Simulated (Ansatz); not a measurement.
# AlH₅SeSi: how energies converge with the basis set

Aim: see how fast density functionals converge with the basis set for AlH₅SeSi.

Computed with Ansatz 0.2.0, Gaussian basis. Level: one geometry, several basis sets.

Plan: PBE0-D4/def2-SVP; ωB97M-V/def2-SVP; PBE0-D4/def2-QZVPP; ωB97M-V/def2-QZVPP; the functionals' def2-TZVPP values are taken from earlier runs.

## 1. The geometry

All runs share one geometry, relaxed beforehand with PBE0-D4 in a triple-zeta def2 set.

SMILES `[AlH2][Se][SiH3]`, 8 atoms, charge 0, spin multiplicity 1.

Atoms are counted from 1 here; the program's logs count them from 0.

Bond lengths: Al1–Se2 2.311 Å, Al1–H4 1.583 Å, Al1–H5 1.579 Å, Se2–Si3 2.284 Å, Si3–H6 1.484 Å, Si3–H7 1.484 Å, Si3–H8 1.484 Å. Angles: Se2–Al1–H4 118.3°, Se2–Al1–H5 117.5°, H4–Al1–H5 124.2°, Al1–Se2–Si3 94.8°, Se2–Si3–H6 106.5°, Se2–Si3–H7 111.0°, Se2–Si3–H8 111.1°, H6–Si3–H7 109.5°, H6–Si3–H8 109.5°, H7–Si3–H8 109.2°.

## 2. PBE0-D4 in def2-SVP

Input file in.yaml:

```yaml
crystal:
  periodic: [false, false, false]
  atoms:
    - {symbol: Al, position_ang: [-0.404165, 1.180949, -1.445002]}
    - {symbol: Se, position_ang: [0.886352, -0.715571, -1.166593]}
    - {symbol: Si, position_ang: [0.382171, -0.968490, 1.046922]}
    - {symbol: H, position_ang: [-1.197913, 1.737832, -0.194172]}
    - {symbol: H, position_ang: [-0.434569, 1.838047, -2.880470]}
    - {symbol: H, position_ang: [1.113971, -2.172952, 1.510272]}
    - {symbol: H, position_ang: [-1.075254, -1.168416, 1.241351]}
    - {symbol: H, position_ang: [0.821606, 0.211602, 1.831892]}
basis:
  gaussian: {orbitals: def2-SVP}
hamiltonian: {xc: pbe0, dispersion: d4}
output: {orbitals: {seedname: orbitals}}
```

Launch:

```sh
$ ansatz run in.yaml --threads 2 --pin off --events-out ev --progress --plain --max-ram 4352MiB
```

The runs that follow: ωB97M-V in def2-SVP; PBE0-D4 in def2-QZVPP; ωB97M-V in def2-QZVPP.

Before running them: what should the planned runs give, taken together? Wanted: PBE0-D4: double and triple zeta above quadruple; ωB97M-V: double and triple zeta above quadruple.

**Answer**, as computed:

```
                                       quantity           value
PBE0-D4: double and triple zeta above quadruple  15.01, 1.85 eV
ωB97M-V: double and triple zeta above quadruple  14.96, 1.78 eV
```

**Reading.** For PBE0-D4 the step from double to triple zeta gains 13.17 eV and the next only 1.85 eV. These are total energies; as a rule much of such shifts cancels in differences, which this series doesn't test.
